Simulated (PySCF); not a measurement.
**[YI2]+: other functionals and bases at one geometry**

An exercise on one series of results from a longer session: the logs are not shown, and one member is left open.

Computed with PySCF 2.14.0. Level: several levels, as the steps say, no spin–orbit coupling.

1 further run of the same task is left out (for a known fault of the program).

### Where the work starts

3 atoms, charge 1, spin multiplicity 1.

Bond lengths: Y1–I2 2.699 Å, Y1–I3 2.699 Å. Angles: I2–Y1–I3 111.4°.

Geometry (Å):

| atom | x (Å) | y (Å) | z (Å) |
| --- | --- | --- | --- |
| Y1 | 0.00000 | 0.00000 | -1.10124 |
| I2 | 2.23057 | 0.00000 | 0.41920 |
| I3 | -2.23057 | 0.00000 | 0.41920 |

Formal oxidation states: Y +3. An earlier session relaxed this geometry at PBE0, Y def2-SVP with ECP28, I def2-SVP with ECP28 (singlet, point group C2v).

At PBE0 on the finer grid: E = -633.615960 Eh, HOMO -11.98 eV, LUMO -7.70 eV, Mulliken charge on Y1 +1.03 e, largest force component 0.019 eV/Å. 

Levels to run: BP86; B3LYP; PBE0, TZVP. Hardware: 2 threads of Intel Xeon Platinum 8259CL at 2.50GHz (Skylake/Cascade Lake), shared host.

Set-up of the first run:

run.py (the lines that set the calculation)

```python
mol = gto.M(atom='''
Y      0.00000     0.00000    -1.10124
I      2.23057     0.00000     0.41920
I     -2.23057     0.00000     0.41920''',
    basis={'Y': 'def2-SVP', 'I': 'def2-SVP'},
    ecp={'Y': 'def2-SVP', 'I': 'def2-SVP'},
    charge=1, spin=0)
mf = dft.RKS(mol, xc='B88,P86')
mf.grids.atom_grid = (75, 302)
mf = mf.density_fit()  # fitting sets: Y def2-universal-JKFIT, I def2-universal-JKFIT
mf.conv_tol = 1e-08; mf.max_cycle = 55
mf.kernel(dm0)  # dm0: the density of the relaxed state
```

On the command line:

```console
OMP_NUM_THREADS=2 python run.py
```

Among the steps run: BP86; B3LYP; PBE0, TZVP.

One table of the session follows, with a row left open; its other results are not shown here.

```
              level  HOMO (eV)  gap (eV)  charge on Y1 (e)  dipole (D)  largest force component (eV/Å)
PBE0 (relaxed here)     -11.98      4.29              1.03        8.08                            0.02
               BP86     -11.06      2.73              0.93        7.52                            0.27
              B3LYP          ?         ?                 ?           ?                               ?
         PBE0, TZVP     -11.92      4.34              1.21        7.79                            0.03
```

Q: Estimate the row for B3LYP from the others.

As computed: HOMO (eV): -11.72; gap (eV): 3.72; charge on Y1 (e): 0.99; dipole (D): 7.88; largest force component (eV/Å): 0.30. In the column «HOMO (eV)» it lies between PBE0, TZVP (-11.92) and BP86 (-11.06).

The dipole of a charged species depends on the origin, so these sizes hold for this origin alone.

In one basis the HOMO–LUMO gap runs from 2.73 eV (BP86) to 4.29 eV (PBE0). The largest leftover force, 0.30 eV/Å with B3LYP, stands at a geometry relaxed at another level. Total energies of different levels can't be compared.
